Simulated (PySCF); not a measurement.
# Ho4N4: other functionals and bases at one geometry

One table from this session's results is given with a row withheld; the runs are named, their logs left out.

Method: several levels, as the steps say, no spin–orbit coupling; program: PySCF 2.14.0.

2 further runs of the same task are left out: 1 for a known fault of the program, 1 that didn't finish.

## Where the work starts

8 atoms, charge 0, spin multiplicity 1.

Bond lengths: Ho1–Ho2 3.191 Å, Ho1–Ho3 3.191 Å, Ho1–Ho4 3.191 Å, Ho1–N5 2.168 Å, Ho1–N6 2.168 Å, Ho1–N7 2.168 Å, Ho2–Ho3 3.191 Å, Ho2–Ho4 3.191 Å, Ho2–N5 2.168 Å, Ho2–N6 2.168 Å, Ho2–N8 2.168 Å, Ho3–Ho4 3.191 Å, Ho3–N5 2.168 Å, Ho3–N7 2.168 Å, Ho3–N8 2.168 Å, Ho4–N6 2.168 Å, Ho4–N7 2.168 Å, Ho4–N8 2.168 Å. Angles: Ho2–Ho1–Ho3 60.0°, Ho2–Ho1–Ho4 60.0°, Ho2–Ho1–N5 42.6°, Ho2–Ho1–N6 42.6°, Ho2–Ho1–N7 86.5°, Ho3–Ho1–Ho4 60.0°, Ho3–Ho1–N5 42.6°, Ho3–Ho1–N6 86.5°, Ho3–Ho1–N7 42.6°, Ho4–Ho1–N5 86.5°, Ho4–Ho1–N6 42.6°, Ho4–Ho1–N7 42.6°, N5–Ho1–N6 85.0°, N5–Ho1–N7 85.0°, N6–Ho1–N7 85.0°, Ho1–Ho2–Ho3 60.0°, Ho1–Ho2–Ho4 60.0°, Ho1–Ho2–N5 42.6° and more.

As a file:

```xyz
8

Ho    1.1281    1.1281    1.1281
Ho    1.1281   -1.1281   -1.1281
Ho   -1.1281    1.1281   -1.1281
Ho   -1.1281   -1.1281    1.1281
N     1.0355    1.0355   -1.0355
N     1.0355   -1.0355    1.0355
N    -1.0355    1.0355    1.0355
N    -1.0355   -1.0355   -1.0355
```

Each metal's 10 4f electrons lie in its core potential, so multiplicities, spins and levels count the valence alone. An earlier session relaxed this geometry at PBE, Ho lcecp-1-SVP with ECP56, N def2-SVP (singlet, point group Td).

At PBE on the finer grid: E = -369.587947 Eh, HOMO -3.72 eV, LUMO -1.61 eV, Mulliken charge on Ho1 +0.57 e, largest force component 0.001 eV/Å. 

Levels to run: TPSS; HF; B3LYP; PBE0; PBE, TZVP. Hardware: 4 threads of Arm Neoverse V1, shared host.

Set-up of the first run:

Contents of run.py (the lines that set the calculation):

```python
mol = gto.M(atom='''
Ho     1.12806     1.12806     1.12806
Ho     1.12806    -1.12806    -1.12806
Ho    -1.12806     1.12806    -1.12806
Ho    -1.12806    -1.12806     1.12806
N      1.03551     1.03551    -1.03551
N      1.03551    -1.03551     1.03551
N     -1.03551     1.03551     1.03551
N     -1.03551    -1.03551    -1.03551''',
    basis={'Ho': 'lcecp-1-SVP', 'N': 'def2-SVP'},
    ecp={'Ho': 'lcecp-1-SVP'},
    charge=0, spin=0)
mf = dft.RKS(mol, xc='TPSS')
mf.grids.atom_grid = (75, 302)  # f atoms: unpruned, at least (60, 302)
mf = mf.density_fit()  # fitting sets: Ho AutoAux, N def2-universal-JKFIT
mf.conv_tol = 1e-08; mf.max_cycle = 55
mf.kernel(dm0)  # dm0: the density of the relaxed state
```

Run with:

```
$ OMP_NUM_THREADS=4 python run.py
```

Steps of the session up to this table: TPSS; HF; B3LYP; PBE0; PBE, TZVP.

One table of the session follows, with a row left open; its other results are not shown here.

| level | HOMO (eV) | gap (eV) | charge on Ho1 (e) | largest force component (eV/Å) |
| --- | --- | --- | --- | --- |
| PBE (relaxed here) | -3.72 | 2.11 | 0.57 | 0.00 |
| TPSS | -3.57 | 2.20 | 0.64 | 0.12 |
| HF | -6.44 | 7.16 | 1.05 | 0.29 |
| B3LYP | ? | ? | ? | ? |
| PBE0 | -4.53 | 3.52 | 0.70 | 0.32 |
| PBE, TZVP | -3.69 | 2.05 | 0.90 | 0.07 |

**Question.** Estimate the row for B3LYP.

As computed: HOMO (eV): -4.39; gap (eV): 3.09; charge on Ho1 (e): 0.67; largest force component (eV/Å): 0.10. In the column «HOMO (eV)» it lies between PBE0 (-4.53) and PBE (relaxed here) (-3.72).

In one basis the HOMO–LUMO gap runs from 2.11 eV (PBE) to 7.16 eV (HF). The largest leftover force, 0.32 eV/Å with PBE0, stands at a geometry relaxed at another level. With 4f in the core, its levels are missing from HOMO and gap, and its count is fixed, so no charge can pass from the ligands into it. Total energies of different levels can't be compared.
